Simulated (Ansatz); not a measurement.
# GeH8N4: the cost of one run

The runs use Ansatz 0.2.0, Gaussian basis; the settings change from run to run.

### Step 1. The geometry

The structure was relaxed beforehand with PBE0-D4 in a triple-zeta def2 set.

SMILES `[NH2][Ge]([NH2])([NH2])[NH2]`, 13 atoms, charge 0, spin multiplicity 1.

Atoms are counted from 1 here; the program's logs count them from 0.

Bond lengths: N1–Ge2 1.834 Å, N1–H6 1.010 Å, N1–H7 1.010 Å, Ge2–N3 1.828 Å, Ge2–N4 1.834 Å, Ge2–N5 1.820 Å, N3–H8 1.011 Å, N3–H9 1.011 Å, N4–H10 1.010 Å, N4–H11 1.010 Å, N5–H12 1.006 Å, N5–H13 1.006 Å. Angles: Ge2–N1–H6 115.6°, Ge2–N1–H7 114.3°, H6–N1–H7 109.2°, N1–Ge2–N3 102.6°, N1–Ge2–N4 123.4°, N1–Ge2–N5 105.0°, N3–Ge2–N4 102.6°, N3–Ge2–N5 119.4°, N4–Ge2–N5 105.1°, Ge2–N3–H8 113.5°, Ge2–N3–H9 113.6°, H8–N3–H9 108.6°, Ge2–N4–H10 115.6°, Ge2–N4–H11 114.3°, H10–N4–H11 109.2°, Ge2–N5–H12 118.4°, Ge2–N5–H13 118.4°, H12–N5–H13 112.5°.

As a file:

```
N    -1.31020    1.13683    0.50202
Ge    0.01856   -0.04253    0.04734
N    -0.46441   -1.55599    0.95196
N     0.27938   -0.66282   -1.65870
N     1.57010    0.80269    0.48553
H    -1.27911    2.03035    0.03297
H    -2.24373    0.75704    0.43320
H     0.18752   -2.31979    0.83804
H    -0.61630   -1.40545    1.93970
H     0.48049    0.04239   -2.35265
H    -0.45730   -1.26436   -1.99918
H     2.34002    0.75616   -0.16037
H     1.51538    1.69079    0.95504
```

### Step 2. B97M-V/6-31G

This run has charge -1, multiplicity 2, finite nuclei, the search for lower states set to light.

File in.yaml:

```yaml
crystal:
  periodic: [false, false, false]
  atoms:
    - {symbol: N, position_ang: [-1.310196, 1.136832, 0.502023]}
    - {symbol: Ge, position_ang: [0.018564, -0.042530, 0.047335]}
    - {symbol: N, position_ang: [-0.464414, -1.555994, 0.951961]}
    - {symbol: N, position_ang: [0.279379, -0.662817, -1.658695]}
    - {symbol: N, position_ang: [1.570100, 0.802688, 0.485535]}
    - {symbol: H, position_ang: [-1.279111, 2.030346, 0.032966]}
    - {symbol: H, position_ang: [-2.243733, 0.757037, 0.433196]}
    - {symbol: H, position_ang: [0.187523, -2.319786, 0.838040]}
    - {symbol: H, position_ang: [-0.616297, -1.405454, 1.939704]}
    - {symbol: H, position_ang: [0.480486, 0.042387, -2.352650]}
    - {symbol: H, position_ang: [-0.457303, -1.264359, -1.999177]}
    - {symbol: H, position_ang: [2.340018, 0.756165, -0.160374]}
    - {symbol: H, position_ang: [1.515383, 1.690786, 0.955036]}
basis:
  gaussian: {orbitals: 6-31G, nuclear_model: gaussian}
total_charge: -1
magnetization: {spin_polarized: true, initial_magnetization: 1}
hamiltonian: {xc: {name: B97M-V}}
scf: {lower_state_search: light}
output: {forces: true}
```

Run with:

```sh
$ ansatz run in.yaml --threads 2 --pin off --events-out ev --progress --plain --max-ram 32768MiB --backend cpu
```

**Question.** How long does this run take on 2 threads of AMD EPYC 7R13, shared host, and how much memory does it need?

About 12 s, with a peak of 0.36 GiB.
